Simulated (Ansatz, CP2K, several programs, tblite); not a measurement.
Energy against volume for Mg3BiSb (P3m1) from a database of computed structures, at fixed shape and fractional coordinates, computed by several methods (PBE and r2SCAN, where shown, with plane waves in Ansatz); the cell shown is that of r2SCAN. With free coordinates or axes held, a curve is too stiff, and on another method's shape its minimum isn't the method's own volume. The symmetry is P3m1 (No. 156, trigonal); conventional cell a = 4.616 Å, c = 7.322 Å, 27.02 Å³ an atom. Around Mg lie 3 Sb at 3.13 Å and 3 Bi at 3.15 Å; around Mg lie 3 Sb at 2.85 Å and 1 Bi at 3.01 Å; around Mg lie 3 Bi at 2.88 Å and 1 Sb at 2.92 Å; around Sb lie 7 Mg at 2.85–3.13 Å; around Bi lie 7 Mg at 2.88–3.15 Å. The values are computed, spin-unpolarised, and not measurements. Energies count from each curve's lowest point; fits are third-order Birch-Murnaghan.

```
Mg Sb Bi
1.0
     4.61611    0.00000    0.00000
    -2.30806    3.99767    0.00000
     0.00000    0.00000    7.32205
Mg Sb Bi
3 1 1
Direct
  0.00000 0.00000 0.00499
  0.33333 0.66667 0.36437
  0.66667 0.33333 0.62709
  0.66667 0.33333 0.22806
  0.33333 0.66667 0.77549
```

light PBE (260 eV, its own mesh), on the shape of the cell shown:
```tsv
V (Å³/atom)	E (meV/atom)
24.862	54.01
25.943	36.70
27.024	6.52
28.105	0.00
29.186	9.59
30.267	31.80
```
The points scatter about a smooth fit, as a low cutoff and a light mesh can make them, so no fit is quoted.

Question: GFN1-xTB (tblite), on the shape of the cell shown, as a cluster of 90 atoms at the zone centre, gives
```csv
V (Å³/atom),E (meV/atom)
23.781,81.49
25.402,25.16
27.024,0.00
28.645,0.06
30.267,18.04
```
What equilibrium volume and bulk modulus follow?

Answer: V₀ = 27.85 Å³ an atom and B₀ = 36 GPa.

PBE/SZV (CP2K), on the shape of the cell shown:
```csv
V (Å³/atom),E (meV/atom)
23.781,227.18
25.402,123.65
27.024,53.40
28.645,11.27
30.267,0.00
```
The lowest point is an end point, so the minimum isn't bracketed.

PBE/DZVP (CP2K), on the shape of the cell shown:

| V (Å³/atom) | E (meV/atom) |
| --- | --- |
| 23.781 | 135.80 |
| 25.402 | 55.15 |
| 27.024 | 10.85 |
| 28.645 | 0.00 |
| 30.267 | 24.81 |

The points scatter about a smooth fit, so no fit is quoted.

r2SCAN, on the shape of its own relaxed cell:
```csv
V (Å³/atom),E (meV/atom)
25.402,15.29
26.213,3.61
27.024,0.00
27.834,3.30
28.645,12.52
```
V₀ = 27.02 Å³ an atom and B₀ = 45 GPa.
